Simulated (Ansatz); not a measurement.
# AlH8N2P: the cost of one run

Program: Ansatz 0.2.0. Level of theory: UKS PBE0-D4/STO-3G. These are calculated values, not measurements.

## 1. Starting point

Bond lengths: Al1–N3 1.775 Å, Al1–N4 1.781 Å, Al1–P6 2.660 Å, N3–H7 1.011 Å, N3–H8 1.010 Å, N4–H9 1.012 Å, N4–H10 1.011 Å, P6–H11 1.393 Å, P6–H12 1.389 Å. Angles: Al1–N3–H7 124.7°, Al1–N3–H8 126.9°, H7–N3–H8 108.4°, N3–Al1–N4 127.4°, N3–Al1–P6 112.5°, N4–Al1–P6 118.1°, Al1–N4–H9 128.3°, Al1–N4–H10 123.6°, H9–N4–H10 108.1°, Al1–P6–H11 136.3°, Al1–P6–H12 89.1°, H11–P6–H12 92.3°.

Structure file:

```xyz
12

Al   -0.3629    0.2219    0.3072
H     0.0171    0.6779   -1.6086
N    -0.0721    1.7278    1.2003
N    -1.8038   -0.8215    0.3856
H     0.9194    0.3442   -1.7813
P     1.8669   -0.7993   -0.7229
H     0.8258    2.1858    1.2790
H    -0.7525    2.2710    1.7118
H    -1.9522   -1.7210   -0.0543
H    -2.6411   -0.5810    0.8990
H     2.8461   -1.6991   -0.3097
H     1.1092   -1.8069   -1.3062
```

## 2. Run 1

150 steps of 0.5 fs at constant energy, with velocities drawn for 1000 K.

input.yaml

```yaml
crystal:
  periodic: [false, false, false]
  atoms:
    - { symbol: Al, position_ang: [-0.3629, 0.2219, 0.3072] }
    - { symbol: H, position_ang: [0.0171, 0.6779, -1.6086] }
    - { symbol: "N", position_ang: [-0.0721, 1.7278, 1.2003] }
    - { symbol: "N", position_ang: [-1.8038, -0.8215, 0.3856] }
    - { symbol: H, position_ang: [0.9194, 0.3442, -1.7813] }
    - { symbol: P, position_ang: [1.8669, -0.7993, -0.7229] }
    - { symbol: H, position_ang: [0.8258, 2.1858, 1.279] }
    - { symbol: H, position_ang: [-0.7525, 2.271, 1.7118] }
    - { symbol: H, position_ang: [-1.9522, -1.721, -0.0543] }
    - { symbol: H, position_ang: [-2.6411, -0.581, 0.899] }
    - { symbol: H, position_ang: [2.8461, -1.6991, -0.3097] }
    - { symbol: H, position_ang: [1.1092, -1.8069, -1.3062] }
magnetization:
  spin_polarized: true
basis:
  gaussian: { orbitals: STO-3G }
hamiltonian:
  xc: pbe0
  dispersion: d4
md:
  timestep: 0.5
  n_steps: 150
  ensemble: nve
  temperature: 1000.0
  initial_velocities: maxwell_boltzmann
  seed: 617175
```

Run with:

```console
$ ansatz run input.yaml --threads 1 --pin off --max-ram 2048MiB --backend cpu --events-out ev --progress --plain --runs-dir out
```

**Question.** How long does this run take on 1 thread of an x86-64 CPU, shared host, and how much memory does it need?

About 13 min, with a peak of 0.17 GiB.
